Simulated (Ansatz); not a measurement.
**C₂H₂FI: a ladder of functionals and wavefunction methods**

An exercise on one series of results from a longer session: the logs are not shown, and one member is left open.

Program: Ansatz 0.2.0, Gaussian basis. Level of theory: functionals in def2-TZVPP, the program's frozen cores in correlated methods. These are calculated values, not measurements.

The runs, in order: LDA (SPW92), PBE-D4, revPBE-D4, BLYP-D4, r2SCAN-D4, B97M-V, PBE0-D4, B3LYP-D4, r2SCANh-D4, r2SCAN0-D4, HSE06-D4, BHLYP-D4, CAM-B3LYP-D4, LC-ωPBE, ωB97X-V, ωB97M-V, B2PLYP, PBE-QIDH; CCSD(T)/def2-SVP; CCSD(T)/def2-TZVPP; MP2/def2-QZVPP; extrapolation to the limit; RPA on PBE.

### Structure used throughout

All runs share one geometry, relaxed beforehand with PBE0-D4 in a triple-zeta def2 set. I takes the def2 core potential; no spin-orbit term is included.

SMILES `C=C(F)I`, 6 atoms, charge 0, spin multiplicity 1.

Atoms are counted from 1 here; the program's logs count them from 0.

Bond lengths: C1–C2 1.318 Å, C1–H5 1.083 Å, C1–H6 1.079 Å, C2–F3 1.327 Å, C2–I4 2.077 Å. Angles: C2–C1–H5 119.5°, C2–C1–H6 120.8°, H5–C1–H6 119.7°, C1–C2–F3 122.3°, C1–C2–I4 125.3°, F3–C2–I4 112.5°.

As a file:

```
C     0.5603    0.0962    0.5621
C    -0.4459   -0.0032   -0.2834
F    -1.6424    0.5085   -0.0235
I    -0.3700   -0.9476   -2.1322
H     0.4168    0.6111    1.5045
H     1.5233   -0.3289    0.3263
```

Set-up of the first run:

The input, in.yaml:

```yaml
crystal:
  periodic: [false, false, false]
  atoms:
    - {symbol: C, position_ang: [0.560293, 0.096159, 0.562076]}
    - {symbol: C, position_ang: [-0.445911, -0.003152, -0.283368]}
    - {symbol: F, position_ang: [-1.642435, 0.508485, -0.023482]}
    - {symbol: I, position_ang: [-0.370014, -0.947574, -2.132202]}
    - {symbol: H, position_ang: [0.416756, 0.611085, 1.504490]}
    - {symbol: H, position_ang: [1.523311, -0.328901, 0.326285]}
basis:
  gaussian: {orbitals: def2-TZVPP}
hamiltonian: {xc: lda}
output: {orbitals: {seedname: orbitals}}
```

Among the steps run: LDA; PBE-D4 (GGA); revPBE-D4 (GGA); BLYP-D4 (GGA); r2SCAN-D4 (meta-GGA); B97M-V (meta-GGA); PBE0-D4 (hybrid); B3LYP-D4 (hybrid); r2SCANh-D4 (hybrid); r2SCAN0-D4 (hybrid); HSE06-D4 (hybrid); BHLYP-D4 (hybrid); CAM-B3LYP-D4 (range-separated); LC-ωPBE-D4 (range-separated; the results give it without D4); ωB97X-V (range-separated); ωB97M-V (range-separated); B2PLYP (double hybrid); PBE-QIDH (double hybrid).

One of the session's tables, all rows but one given; the rest of the session is left out.

It belongs to the step «Frontier levels by functional». 

```
  functional  HOMO (eV)  gap (eV)
 LDA (SPW92)      -6.37      4.24
      PBE-D4      -6.18      4.26
   revPBE-D4      -6.12      4.28
     BLYP-D4      -6.02      4.17
   r2SCAN-D4      -6.42      4.70
      B97M-V      -6.42      4.77
     PBE0-D4      -7.31      6.30
    B3LYP-D4      -7.08      5.81
  r2SCANh-D4      -6.84      5.45
  r2SCAN0-D4          ?         ?
    HSE06-D4      -6.91      5.53
    BHLYP-D4      -8.27      8.22
CAM-B3LYP-D4      -8.57      8.63
     LC-ωPBE      -9.90     11.18
     ωB97X-V      -9.54     10.70
     ωB97M-V      -9.43     10.43
```

Q: Estimate the row for r2SCAN0-D4 from the others.

Worked estimate for «HOMO (eV)». Against the share of exact exchange, r2SCAN-D4 (0, -6.42), r2SCANh-D4 (0.1, -6.84) give a slope of -4.20 per unit share; at 0.25 the line stands at -7.47.

**Answer.** HOMO (eV): -7.47; gap (eV): 6.58. In «HOMO (eV)» the line misses by 0.00.
